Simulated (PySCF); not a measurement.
# Sb⁺: excitation energies in aug-cc-pVTZ-PP plus 1 even-tempered diffuse shell per l with ECP28

Aim: the excitation energy of antimony from differences of total energies, at each level of theory, and how far each lands from the tabulated value where there is one.

Method: unrestricted determinants in a Gaussian basis, no spin-orbit coupling in the energies. Code: PySCF 2.14.0.

### Step 1. The system

```
Element                                   : antimony (Z = 51)
Basis                                     : aug-cc-pVTZ-PP with one added diffuse shell each of d, f type with ECP28MDF (6s5p5d3f, 67 functions)
Hamiltonian                               : scalar relativity through the core potential
State 1                                   : Sb⁺: [Kr] 4d10 5s1 5p2 5d1, one real determinant (an excited configuration)
State 2                                   : Sb⁺: [Kr] 4d10 5s2 5p1 5d1, one real determinant (an excited configuration)
Needed too, but not shown                 : Sb⁺ [Kr] 4d10 5s2 5p2 (3P)
Methods                                   : UHF, LDA, PBE, PBE0, r2SCAN, BLYP, wB97M-V, B2PLYP, BHandHLYP, MP2
Core shells frozen in the correlated runs : valence: 4s2 4p6 4d10 (for Sb⁺)
```

Outer shells as boxes (Hund's rule):

Sb+ [Kr] 4d10 5s1 5p2 5d1
```
[Kr] core
4d [↑↓][↑↓][↑↓][↑↓][↑↓]
5s [↑ ]
5p [↑ ][↑ ][  ]
5d [↑ ][  ][  ][  ][  ]
```

Sb+ [Kr] 4d10 5s2 5p1 5d1
```
[Kr] core
4d [↑↓][↑↓][↑↓][↑↓][↑↓]
5s [↑↓]
5p [↑ ][  ][  ]
5d [↑ ][  ][  ][  ][  ]
```

One driver process ran all states and methods and kept the integrals in memory. Each run is shown as a PySCF script that sums up its settings (the driver passes frozen orbitals as a list and adds second-order terms of double hybrids); the logs are those of the runs themselves. The driver starts from symmetry-adapted Hartree-Fock orbitals, holds the occupation by maximum overlap and uses a logarithmic radial grid for functionals, so a plain start would take other cycles.

The integrals over 67 functions and the set-up took 1.5 s of CPU time.

### Step 2. Sb⁺ [Kr] 4d10 5s1 5p2 5d1: the ladder of methods

#### UHF

Contents of input.py:

```python
from pyscf import gto, scf, dft, mp, cc
import basis_set_exchange as bse
txt = bse.get_basis("aug-cc-pVTZ-PP", elements=["Sb"], fmt="nwchem", header=False, augment_diffuse=1)
cut = txt.index("\nECP")
mol = gto.M(atom="Sb 0 0 0", charge=1, spin=4, symmetry="D2h",
            basis=gto.basis.parse(txt[:cut]),
            ecp={"Sb": gto.basis.parse_ecp(txt[cut:])})
mf = scf.UHF(mol)
mf.irrep_nelec = {'Ag': (5, 3), 'B1g': (1, 1), 'B2g': (1, 1), 'B3g': (1, 1), 'B1u': (1, 1), 'B2u': (2, 1), 'B3u': (2, 1)}
mf.kernel()
```

Output:

```text
damping factor = 0
level_shift factor = 0
DIIS = <class 'pyscf.scf.diis.CDIIS'>
diis_start_cycle = 1
diis_space = 10
diis_damp = 0
SCF conv_tol = 1e-09
SCF conv_tol_grad = None
number electrons alpha = 13  beta = 9
cycle= 1 E= -238.431786698518  delta_E= -0.00201  |g|= 0.0133  |ddm|= 0.103
cycle= 2 E= -238.432299339976  delta_E= -0.000513  |g|= 0.00756  |ddm|= 0.0616
cycle= 3 E= -238.433111010326  delta_E= -0.000812  |g|= 0.00787  |ddm|= 0.0961
cycle= 4 E= -238.431443262137  delta_E= 0.00167  |g|= 0.00378  |ddm|= 0.24
cycle= 5 E= -238.431042322596  delta_E= 0.000401  |g|= 0.00121  |ddm|= 0.174
cycle= 6 E= -238.431042515976  delta_E= -1.93e-07  |g|= 0.000598  |ddm|= 0.0122
cycle= 7 E= -238.431043516088  delta_E= -1e-06  |g|= 9.47e-05  |ddm|= 0.00756
cycle= 8 E= -238.431043506609  delta_E= 9.48e-09  |g|= 4.64e-05  |ddm|= 0.00193
cycle= 9 E= -238.431043513383  delta_E= -6.77e-09  |g|= 2.59e-06  |ddm|= 0.000509
cycle= 10 E= -238.431043513409  delta_E= -2.65e-11  |g|= 4.16e-07  |ddm|= 3.23e-05
converged SCF energy = -238.431043513409  <S^2> = 6.0023794  2S+1 = 5.0009517
```

It used 1.1 s of CPU time after the integrals (shared host).

Orbital energies by shell (radii are means over both spins):

```tsv
shell	electrons	mean orbital energy (eV)	spread (eV)	rms radius (bohr)
4s α	1	-190.89	0	0.849
4s β	1	-190.01	0	0.849
4p α	3	-138.27	0.167	0.916
4p β	3	-137.65	0.529	0.916
4d α	5	-57.342	0.556	1.10
4d β	5	-56.695	0.592	1.10
5s α	1	-30.824	0	2.29
5p α	2	-19.846	0	2.70
5d α	1	-7.219	0	4.72
```

⟨S²⟩ = 6.002, ⟨L²⟩ = 7.88.

⟨L²⟩ = 7.88 against 12 for a pure F term, so this real determinant mixes terms. Energies and moments cover only the electrons outside the core potential.

#### LDA

Changes to input.py:

```diff
@@ -7,3 +7,3 @@
             ecp={"Sb": gto.basis.parse_ecp(txt[cut:])})
-mf = scf.UHF(mol)
+mf = dft.UKS(mol, xc="LDA,VWN")
 mf.irrep_nelec = {'Ag': (5, 3), 'B1g': (1, 1), 'B2g': (1, 1), 'B3g': (1, 1), 'B1u': (1, 1), 'B2u': (2, 1), 'B3u': (2, 1)}
```

Output:

```text
damping factor = 0
level_shift factor = 0
DIIS = <class 'pyscf.scf.diis.CDIIS'>
diis_start_cycle = 1
diis_space = 10
diis_damp = 0
SCF conv_tol = 1e-09
SCF conv_tol_grad = None
number electrons alpha = 13  beta = 9
XC functionals = LDA,VWN
    P. A. M. Dirac.,  Math. Proc. Cambridge Philos. Soc. 26, 376 (1930)
    F. Bloch.,  Z. Phys. 57, 545 (1929)
    S. H. Vosko, L. Wilk, and M. Nusair.,  Can. J. Phys. 58, 1200 (1980)
cycle= 1 E= -238.89349618786  delta_E= -0.0103  |g|= 0.0723  |ddm|= 0.947
cycle= 2 E= -238.894014896622  delta_E= -0.000519  |g|= 0.0501  |ddm|= 0.793
cycle= 3 E= -238.893590685577  delta_E= 0.000424  |g|= 0.00278  |ddm|= 0.402
cycle= 4 E= -238.893593509172  delta_E= -2.82e-06  |g|= 0.000307  |ddm|= 0.0182
cycle= 5 E= -238.893593538126  delta_E= -2.9e-08  |g|= 0.000124  |ddm|= 0.00907
cycle= 6 E= -238.893593452313  delta_E= 8.58e-08  |g|= 2.51e-05  |ddm|= 0.0041
cycle= 7 E= -238.89359345058  delta_E= 1.73e-09  |g|= 3.07e-06  |ddm|= 0.000617
cycle= 8 E= -238.893593450561  delta_E= 1.9e-11  |g|= 7.9e-07  |ddm|= 8.13e-05
converged SCF energy = -238.893593450561  <S^2> = 6.0009535  2S+1 = 5.0003814
```

CPU time 1.2 s on a shared host, the integrals not counted.

#### PBE

Changes to input.py:

```diff
@@ -7,3 +7,3 @@
             ecp={"Sb": gto.basis.parse_ecp(txt[cut:])})
-mf = dft.UKS(mol, xc="LDA,VWN")
+mf = dft.UKS(mol, xc="PBE")
 mf.irrep_nelec = {'Ag': (5, 3), 'B1g': (1, 1), 'B2g': (1, 1), 'B3g': (1, 1), 'B1u': (1, 1), 'B2u': (2, 1), 'B3u': (2, 1)}
```

Output:

```text
damping factor = 0
level_shift factor = 0
DIIS = <class 'pyscf.scf.diis.CDIIS'>
diis_start_cycle = 1
diis_space = 10
diis_damp = 0
SCF conv_tol = 1e-09
SCF conv_tol_grad = None
number electrons alpha = 13  beta = 9
XC functionals = PBE
    J. P. Perdew, K. Burke, and M. Ernzerhof.,  Phys. Rev. Lett. 77, 3865 (1996)
    J. P. Perdew, K. Burke, and M. Ernzerhof.,  Phys. Rev. Lett. 78, 1396 (1997)
    J. P. Perdew, K. Burke, and M. Ernzerhof.,  Phys. Rev. Lett. 77, 3865 (1996)
    J. P. Perdew, K. Burke, and M. Ernzerhof.,  Phys. Rev. Lett. 78, 1396 (1997)
cycle= 1 E= -239.285873123422  delta_E= -0.00723  |g|= 0.0427  |ddm|= 1.12
cycle= 2 E= -239.287344876393  delta_E= -0.00147  |g|= 0.0382  |ddm|= 1.12
cycle= 3 E= -239.28429680813  delta_E= 0.00305  |g|= 0.00297  |ddm|= 0.599
cycle= 4 E= -239.284304102306  delta_E= -7.29e-06  |g|= 0.00255  |ddm|= 0.106
cycle= 5 E= -239.284294400606  delta_E= 9.7e-06  |g|= 0.0013  |ddm|= 0.091
cycle= 6 E= -239.284285390552  delta_E= 9.01e-06  |g|= 4.9e-05  |ddm|= 0.0362
cycle= 7 E= -239.284285402942  delta_E= -1.24e-08  |g|= 4.42e-05  |ddm|= 0.00128
cycle= 8 E= -239.284285392233  delta_E= 1.07e-08  |g|= 1.42e-06  |ddm|= 0.00121
cycle= 9 E= -239.284285392228  delta_E= 4.75e-12  |g|= 1.89e-07  |ddm|= 3.46e-05
converged SCF energy = -239.284285392228  <S^2> = 6.0010098  2S+1 = 5.0004039
```

CPU time 2.2 s on a shared host, the integrals not counted.

#### PBE0

Changes to input.py:

```diff
@@ -7,3 +7,3 @@
             ecp={"Sb": gto.basis.parse_ecp(txt[cut:])})
-mf = dft.UKS(mol, xc="PBE")
+mf = dft.UKS(mol, xc="PBE0")
 mf.irrep_nelec = {'Ag': (5, 3), 'B1g': (1, 1), 'B2g': (1, 1), 'B3g': (1, 1), 'B1u': (1, 1), 'B2u': (2, 1), 'B3u': (2, 1)}
```

Output:

```text
damping factor = 0
level_shift factor = 0
DIIS = <class 'pyscf.scf.diis.CDIIS'>
diis_start_cycle = 1
diis_space = 10
diis_damp = 0
SCF conv_tol = 1e-09
SCF conv_tol_grad = None
number electrons alpha = 13  beta = 9
XC functionals = PBE0
    C. Adamo and V. Barone.,  J. Chem. Phys. 110, 6158 (1999)
    M. Ernzerhof and G. E. Scuseria.,  J. Chem. Phys. 110, 5029 (1999)
cycle= 1 E= -239.308403142624  delta_E= -0.00747  |g|= 0.0229  |ddm|= 0.474
cycle= 2 E= -239.31315950814  delta_E= -0.00476  |g|= 0.0155  |ddm|= 0.409
cycle= 3 E= -239.316777062378  delta_E= -0.00362  |g|= 0.0131  |ddm|= 0.335
cycle= 4 E= -239.316687427614  delta_E= 8.96e-05  |g|= 0.0131  |ddm|= 0.00892
cycle= 5 E= -239.304729761915  delta_E= 0.012  |g|= 0.0328  |ddm|= 1.48
cycle= 6 E= -239.306915871542  delta_E= -0.00219  |g|= 0.0273  |ddm|= 0.269
cycle= 7 E= -239.304180675482  delta_E= 0.00274  |g|= 0.00513  |ddm|= 0.758
cycle= 8 E= -239.304194868488  delta_E= -1.42e-05  |g|= 0.00698  |ddm|= 0.0705
cycle= 9 E= -239.304215211244  delta_E= -2.03e-05  |g|= 0.00118  |ddm|= 0.124
cycle= 10 E= -239.304212962238  delta_E= 2.25e-06  |g|= 0.000518  |ddm|= 0.0108
cycle= 11 E= -239.304208234621  delta_E= 4.73e-06  |g|= 0.000163  |ddm|= 0.0199
cycle= 12 E= -239.30420793992  delta_E= 2.95e-07  |g|= 2.52e-05  |ddm|= 0.00872
cycle= 13 E= -239.3042079259  delta_E= 1.4e-08  |g|= 4.56e-06  |ddm|= 0.00133
cycle= 14 E= -239.304207925916  delta_E= -1.6e-11  |g|= 4.42e-07  |ddm|= 4.8e-05
converged SCF energy = -239.304207925916  <S^2> = 6.0011481  2S+1 = 5.0004592
```

It used 3.1 s of CPU time after the integrals (shared host).

#### r2SCAN

Changes to input.py:

```diff
@@ -7,3 +7,3 @@
             ecp={"Sb": gto.basis.parse_ecp(txt[cut:])})
-mf = dft.UKS(mol, xc="PBE0")
+mf = dft.UKS(mol, xc="R2SCAN")
 mf.irrep_nelec = {'Ag': (5, 3), 'B1g': (1, 1), 'B2g': (1, 1), 'B3g': (1, 1), 'B1u': (1, 1), 'B2u': (2, 1), 'B3u': (2, 1)}
```

Output:

```text
damping factor = 0
level_shift factor = 0
DIIS = <class 'pyscf.scf.diis.CDIIS'>
diis_start_cycle = 1
diis_space = 10
diis_damp = 0
SCF conv_tol = 1e-09
SCF conv_tol_grad = None
number electrons alpha = 13  beta = 9
XC functionals = R2SCAN
    J. W. Furness, A. D. Kaplan, J. Ning, J. P. Perdew, and J. Sun.,  J. Phys. Chem. Lett. 11, 8208-8215 (2020)
    J. W. Furness, A. D. Kaplan, J. Ning, J. P. Perdew, and J. Sun.,  J. Phys. Chem. Lett. 11, 9248-9248 (2020)
    J. W. Furness, A. D. Kaplan, J. Ning, J. P. Perdew, and J. Sun.,  J. Phys. Chem. Lett. 11, 8208-8215 (2020)
    J. W. Furness, A. D. Kaplan, J. Ning, J. P. Perdew, and J. Sun.,  J. Phys. Chem. Lett. 11, 9248-9248 (2020)
cycle= 1 E= -239.404053066774  delta_E= -0.0205  |g|= 0.0281  |ddm|= 1.23
cycle= 2 E= -239.388197120383  delta_E= 0.0159  |g|= 0.0479  |ddm|= 1.67
cycle= 3 E= -239.387377177501  delta_E= 0.00082  |g|= 0.0282  |ddm|= 0.339
cycle= 4 E= -239.387671374662  delta_E= -0.000294  |g|= 0.0167  |ddm|= 0.15
cycle= 5 E= -239.391323683327  delta_E= -0.00365  |g|= 0.025  |ddm|= 1.11
cycle= 6 E= -239.389969666348  delta_E= 0.00135  |g|= 0.02  |ddm|= 0.12
cycle= 7 E= -239.400358409278  delta_E= -0.0104  |g|= 0.0316  |ddm|= 0.763
cycle= 8 E= -239.400283895778  delta_E= 7.45e-05  |g|= 0.0315  |ddm|= 0.00696
cycle= 9 E= -239.399678923841  delta_E= 0.000605  |g|= 0.0313  |ddm|= 0.0515
cycle= 10 E= -239.398012326132  delta_E= 0.00167  |g|= 0.0295  |ddm|= 0.139
[... 94 lines left out ...]
cycle= 38 E= -239.391684852844  delta_E= 6.54e-05  |g|= 0.0204  |ddm|= 0.00626
cycle= 39 E= -239.391615951627  delta_E= 6.89e-05  |g|= 0.0202  |ddm|= 0.00583
cycle= 40 E= -239.391626722469  delta_E= -1.08e-05  |g|= 0.0198  |ddm|= 0.00659
cycle= 41 E= -239.391609362643  delta_E= 1.74e-05  |g|= 0.0197  |ddm|= 0.00444
cycle= 42 E= -239.391641633467  delta_E= -3.23e-05  |g|= 0.0194  |ddm|= 0.00725
cycle= 43 E= -239.391669990347  delta_E= -2.84e-05  |g|= 0.0192  |ddm|= 0.00367
cycle= 44 E= -239.391669998255  delta_E= -7.91e-09  |g|= 0.0193  |ddm|= 0.00218
cycle= 45 E= -239.391710930297  delta_E= -4.09e-05  |g|= 0.0191  |ddm|= 0.00426
cycle= 46 E= -239.39179070617  delta_E= -7.98e-05  |g|= 0.0188  |ddm|= 0.0074
cycle= 47 E= -239.39170181331  delta_E= 8.89e-05  |g|= 0.0198  |ddm|= 0.0136
[... the stored log ends here ...]
```

CPU time 70 s on a shared host, the integrals not counted.

This run did not converge, so its energy enters no difference.

#### BLYP

Changes to input.py:

```diff
@@ -7,3 +7,3 @@
             ecp={"Sb": gto.basis.parse_ecp(txt[cut:])})
-mf = dft.UKS(mol, xc="R2SCAN")
+mf = dft.UKS(mol, xc="BLYP")
 mf.irrep_nelec = {'Ag': (5, 3), 'B1g': (1, 1), 'B2g': (1, 1), 'B3g': (1, 1), 'B1u': (1, 1), 'B2u': (2, 1), 'B3u': (2, 1)}
```

Output:

```text
damping factor = 0
level_shift factor = 0
DIIS = <class 'pyscf.scf.diis.CDIIS'>
diis_start_cycle = 1
diis_space = 10
diis_damp = 0
SCF conv_tol = 1e-09
SCF conv_tol_grad = None
number electrons alpha = 13  beta = 9
XC functionals = BLYP
    A. D. Becke.,  Phys. Rev. A 38, 3098 (1988)
    C. Lee, W. Yang, and R. G. Parr.,  Phys. Rev. B 37, 785 (1988)
    B. Miehlich, A. Savin, H. Stoll, and H. Preuss.,  Chem. Phys. Lett. 157, 200 (1989)
cycle= 1 E= -239.238136587038  delta_E= -0.00955  |g|= 0.0457  |ddm|= 1.24
cycle= 2 E= -239.240548828669  delta_E= -0.00241  |g|= 0.0453  |ddm|= 1.33
cycle= 3 E= -239.235570957267  delta_E= 0.00498  |g|= 0.00658  |ddm|= 0.771
cycle= 4 E= -239.235579171432  delta_E= -8.21e-06  |g|= 0.00341  |ddm|= 0.159
cycle= 5 E= -239.235568717733  delta_E= 1.05e-05  |g|= 0.000681  |ddm|= 0.0427
cycle= 6 E= -239.235578236483  delta_E= -9.52e-06  |g|= 0.00114  |ddm|= 0.0457
cycle= 7 E= -239.23556919549  delta_E= 9.04e-06  |g|= 0.000113  |ddm|= 0.0333
cycle= 8 E= -239.235569099776  delta_E= 9.57e-08  |g|= 1.08e-05  |ddm|= 0.00413
cycle= 9 E= -239.235569099424  delta_E= 3.53e-10  |g|= 2.15e-06  |ddm|= 0.000195
converged SCF energy = -239.235569099424  <S^2> = 6.0005939  2S+1 = 5.0002375
```

It used 2.1 s of CPU time after the integrals (shared host).

#### wB97M-V

Changes to input.py:

```diff
@@ -7,3 +7,3 @@
             ecp={"Sb": gto.basis.parse_ecp(txt[cut:])})
-mf = dft.UKS(mol, xc="BLYP")
+mf = dft.UKS(mol, xc="WB97M_V")
 mf.irrep_nelec = {'Ag': (5, 3), 'B1g': (1, 1), 'B2g': (1, 1), 'B3g': (1, 1), 'B1u': (1, 1), 'B2u': (2, 1), 'B3u': (2, 1)}
```

Output:

```text
damping factor = 0
level_shift factor = 0
DIIS = <class 'pyscf.scf.diis.CDIIS'>
diis_start_cycle = 1
diis_space = 10
diis_damp = 0
SCF conv_tol = 1e-09
SCF conv_tol_grad = None
number electrons alpha = 13  beta = 9
XC functionals = WB97M_V
    N. Mardirossian and M. Head-Gordon.,  J. Chem. Phys. 144, 214110 (2016)
NLC functional = WB97M_V
cycle= 1 E= -239.256826588193  delta_E= -0.00496  |g|= 0.0168  |ddm|= 0.347
cycle= 2 E= -239.257012090719  delta_E= -0.000186  |g|= 0.00526  |ddm|= 0.0688
cycle= 3 E= -239.257069077885  delta_E= -5.7e-05  |g|= 0.00247  |ddm|= 0.0198
cycle= 4 E= -239.257137654872  delta_E= -6.86e-05  |g|= 0.00233  |ddm|= 0.0252
cycle= 5 E= -239.257042657891  delta_E= 9.5e-05  |g|= 0.00198  |ddm|= 0.0358
cycle= 6 E= -239.256837692784  delta_E= 0.000205  |g|= 0.000323  |ddm|= 0.173
cycle= 7 E= -239.256837248305  delta_E= 4.44e-07  |g|= 9.13e-05  |ddm|= 0.00694
cycle= 8 E= -239.256837235114  delta_E= 1.32e-08  |g|= 1.39e-05  |ddm|= 0.00277
cycle= 9 E= -239.256837232586  delta_E= 2.53e-09  |g|= 1.94e-06  |ddm|= 0.000575
cycle= 10 E= -239.256837232587  delta_E= -6.82e-13  |g|= 2.7e-07  |ddm|= 3.54e-05
converged SCF energy = -239.256837232587  <S^2> = 6.0011477  2S+1 = 5.0004591
```

It used 7.2 s of CPU time after the integrals (shared host).

#### B2PLYP

Changes to input.py:

```diff
@@ -7,3 +7,3 @@
             ecp={"Sb": gto.basis.parse_ecp(txt[cut:])})
-mf = dft.UKS(mol, xc="WB97M_V")
+mf = dft.UKS(mol, xc="0.53*HF + 0.47*B88, 0.73*LYP")
 mf.irrep_nelec = {'Ag': (5, 3), 'B1g': (1, 1), 'B2g': (1, 1), 'B3g': (1, 1), 'B1u': (1, 1), 'B2u': (2, 1), 'B3u': (2, 1)}
```

Output:

```text
damping factor = 0
level_shift factor = 0
DIIS = <class 'pyscf.scf.diis.CDIIS'>
diis_start_cycle = 1
diis_space = 10
diis_damp = 0
SCF conv_tol = 1e-09
SCF conv_tol_grad = None
number electrons alpha = 13  beta = 9
XC functionals = 0.53*HF + 0.47*B88, 0.73*LYP
    A. D. Becke.,  Phys. Rev. A 38, 3098 (1988)
    C. Lee, W. Yang, and R. G. Parr.,  Phys. Rev. B 37, 785 (1988)
    B. Miehlich, A. Savin, H. Stoll, and H. Preuss.,  Chem. Phys. Lett. 157, 200 (1989)
cycle= 1 E= -239.017079570489  delta_E= -0.00349  |g|= 0.0152  |ddm|= 0.28
cycle= 2 E= -239.018211707854  delta_E= -0.00113  |g|= 0.00929  |ddm|= 0.133
cycle= 3 E= -239.019490470368  delta_E= -0.00128  |g|= 0.00972  |ddm|= 0.126
cycle= 4 E= -239.018764795712  delta_E= 0.000726  |g|= 0.00896  |ddm|= 0.0697
cycle= 5 E= -239.015671792465  delta_E= 0.00309  |g|= 0.00477  |ddm|= 0.531
cycle= 6 E= -239.015673481526  delta_E= -1.69e-06  |g|= 0.00396  |ddm|= 0.0325
cycle= 7 E= -239.015696650169  delta_E= -2.32e-05  |g|= 0.0014  |ddm|= 0.0236
cycle= 8 E= -239.015698133199  delta_E= -1.48e-06  |g|= 4.8e-05  |ddm|= 0.0222
cycle= 9 E= -239.015698140126  delta_E= -6.93e-09  |g|= 2.12e-05  |ddm|= 0.000546
cycle= 10 E= -239.015698140938  delta_E= -8.12e-10  |g|= 1.08e-06  |ddm|= 0.000195
converged SCF energy = -239.015698140938  <S^2> = 6.0010489  2S+1 = 5.0004196
```

CPU time 2.6 s on a shared host, the integrals not counted.

Script and log cover the SCF part. The PT2 part, added by the driver, -0.02212 hartree before scaling by 0.27, brings the total to -239.021671 hartree.

#### BHandHLYP

Changes to input.py:

```diff
@@ -7,3 +7,3 @@
             ecp={"Sb": gto.basis.parse_ecp(txt[cut:])})
-mf = dft.UKS(mol, xc="0.53*HF + 0.47*B88, 0.73*LYP")
+mf = dft.UKS(mol, xc="BHANDHLYP")
 mf.irrep_nelec = {'Ag': (5, 3), 'B1g': (1, 1), 'B2g': (1, 1), 'B3g': (1, 1), 'B1u': (1, 1), 'B2u': (2, 1), 'B3u': (2, 1)}
```

Output:

```text
damping factor = 0
level_shift factor = 0
DIIS = <class 'pyscf.scf.diis.CDIIS'>
diis_start_cycle = 1
diis_space = 10
diis_damp = 0
SCF conv_tol = 1e-09
SCF conv_tol_grad = None
number electrons alpha = 13  beta = 9
XC functionals = BHANDHLYP
    A. D. Becke.,  J. Chem. Phys. 98, 1372 (1993)
    Defined through Gaussian implementation.
cycle= 1 E= -239.234165903852  delta_E= -0.00427  |g|= 0.0153  |ddm|= 0.322
cycle= 2 E= -239.235390751583  delta_E= -0.00122  |g|= 0.00937  |ddm|= 0.141
cycle= 3 E= -239.236803087898  delta_E= -0.00141  |g|= 0.00996  |ddm|= 0.137
cycle= 4 E= -239.236019458351  delta_E= 0.000784  |g|= 0.00919  |ddm|= 0.074
cycle= 5 E= -239.232686729059  delta_E= 0.00333  |g|= 0.00536  |ddm|= 0.553
cycle= 6 E= -239.232688906963  delta_E= -2.18e-06  |g|= 0.00451  |ddm|= 0.0348
cycle= 7 E= -239.232715584074  delta_E= -2.67e-05  |g|= 0.00181  |ddm|= 0.0231
cycle= 8 E= -239.232718260784  delta_E= -2.68e-06  |g|= 6.26e-05  |ddm|= 0.0241
cycle= 9 E= -239.232718270852  delta_E= -1.01e-08  |g|= 3.02e-05  |ddm|= 0.000657
cycle= 10 E= -239.232718272345  delta_E= -1.49e-09  |g|= 1.08e-06  |ddm|= 0.000247
cycle= 11 E= -239.232718272338  delta_E= 6.99e-12  |g|= 3.3e-07  |ddm|= 3.9e-05
converged SCF energy = -239.232718272338  <S^2> = 6.0007147  2S+1 = 5.0002859
```

CPU time 2.9 s on a shared host, the integrals not counted.

### Step 3. Sb⁺ [Kr] 4d10 5s1 5p2 5d1, continued

#### MP2 (valence)

input.py, as its differences from that of step 2:

```diff
@@ -7,4 +7,5 @@
             ecp={"Sb": gto.basis.parse_ecp(txt[cut:])})
-mf = dft.UKS(mol, xc="BHANDHLYP")
+mf = scf.UHF(mol)
 mf.irrep_nelec = {'Ag': (5, 3), 'B1g': (1, 1), 'B2g': (1, 1), 'B3g': (1, 1), 'B1u': (1, 1), 'B2u': (2, 1), 'B3u': (2, 1)}
 mf.kernel()
+mp.UMP2(mf, frozen=9).kernel()
```

This step left no log, only its results.

It used 0.11 s of CPU time after the integrals (shared host).

With 4 electrons correlated, the MP2 correlation energy is -0.01687 hartree (-0.01687 same spin, 0.00000 opposite spin); the SCS form gives -0.00562. Largest pairs of shells: 5p-5d -0.0073, 5p-5p -0.0044, 5s-5p -0.0030, 5s-5d -0.0021, 5s-5s 0.0000.

Radial density 4πr²ρ of Sb⁺ at UHF, the electrons outside the core potential:

```tsv
r (bohr)	density	spin density
0.00430	2.38e-05	0.000
0.00723	6.24e-05	0.000
0.0122	0.000146	0.000
0.0204	0.000286	0.000
0.0344	0.000489	0.000
0.0578	0.000822	0.000
0.0973	0.00333	0.000
0.164	0.0348	0.000
0.275	0.552	0.006
0.463	8.22	0.155
0.779	24.7	0.144
1.31	8.68	0.498
2.20	2.13	1.737
3.71	0.632	0.631
6.23	0.107	0.107
10.5	0.00279	0.003
```

(Part 1 of 2 ends here.)
